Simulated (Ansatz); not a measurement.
# GeAsH (quintet): wave-function methods side by side, cc-pVTZ

The task here is to estimate one member of a computed series from the others.

Method: cc-pVTZ, core rule «outside noble gas», up to 28 orbitals frozen; program: Ansatz 0.2.0, Gaussian basis.

Plan: UHF; CCSD(T) on ROHF; CCSD(T) on UHF; BCCD(T) on ROHF; CCSDT(Q) on ROHF; CCSDT(Q) on UHF; CASSCF and MRCISD+Q, 10 electrons in 9 orbitals; CASSCF and NEVPT2, 10 electrons in 9 orbitals.

6 further runs of the same task are left out: 6 set aside as unsound or not needed. Runs told in other sessions of the task aren't counted.

### The geometry

The geometry is a PBE0/def2-TZVP stationary point (not a proven minimum) of the parent state, kept for this charge and spin. No spin-orbit coupling is included. The filled d shell of Ge, As may be among the frozen orbitals whatever the setting's name suggests.

3 atoms, charge 0, spin multiplicity 5.

Atoms are counted from 1 here; the program's logs count them from 0.

Bond lengths: Ge1–As2 2.430 Å, Ge1–H3 1.598 Å. Angles: As2–Ge1–H3 91.8°.

The first run:

in.yaml reads:

```yaml
crystal:
  periodic: [false, false, false]
  atoms:
    - {symbol: Ge, position_ang: [0.000000, -0.036838, 1.224603]}
    - {symbol: As, position_ang: [0.000000, 0.014742, -1.204908]}
    - {symbol: H, position_ang: [0.000000, 1.559010, 1.308135]}
basis:
  gaussian: {orbitals: cc-pVTZ}
magnetization: {spin_polarized: true, initial_magnetization: 4}
hamiltonian: {xc: hf}
output: {orbitals: {seedname: orbitals}}
```

Run with:

```
$ ansatz run in.yaml --threads 1 --pin off --events-out ev --progress --plain --max-ram 3968MiB --backend cpu
```

Among the steps run: UHF; CCSD(T) on ROHF; CCSD(T) on UHF; BCCD(T) on ROHF; CCSDT(Q) on ROHF; CCSDT(Q) on UHF; CASSCF and MRCISD+Q, 10 electrons in 9 orbitals; CASSCF and NEVPT2, 10 electrons in 9 orbitals.

One table of the session follows, with a row left open; its other results are not shown here.

```
          method  from RCCSDT(Q) (kcal/mol)
            ROHF                    +132.84
             UHF                          ?
            RMP2                     +25.69
            UMP2                     +25.72
           RCCSD                      +6.62
           UCCSD                      +5.89
        RCCSD(T)                      +1.15
        UCCSD(T)                      +0.64
         BCCD(T)                      +1.12
          RCCSDT                      +0.27
          UCCSDT                      -0.28
       RCCSDT(Q)                          0
       UCCSDT(Q)                      -0.53
  CASSCF valence                    +108.86
  NEVPT2 valence                     +25.10
  MRCISD valence                     +10.79
MRCISD+Q valence                      +1.69
```

Estimate the missing values for UHF.

As computed: from RCCSDT(Q) (kcal/mol): +127.67. In the column «from RCCSDT(Q) (kcal/mol)» it lies between CASSCF valence (+108.86) and ROHF (+132.84).

To keep in mind: Restricted and unrestricted rows rest on different reference determinants; a gap between their highest levels can come from leftover correlation error, from unlike frozen cores or from another state.
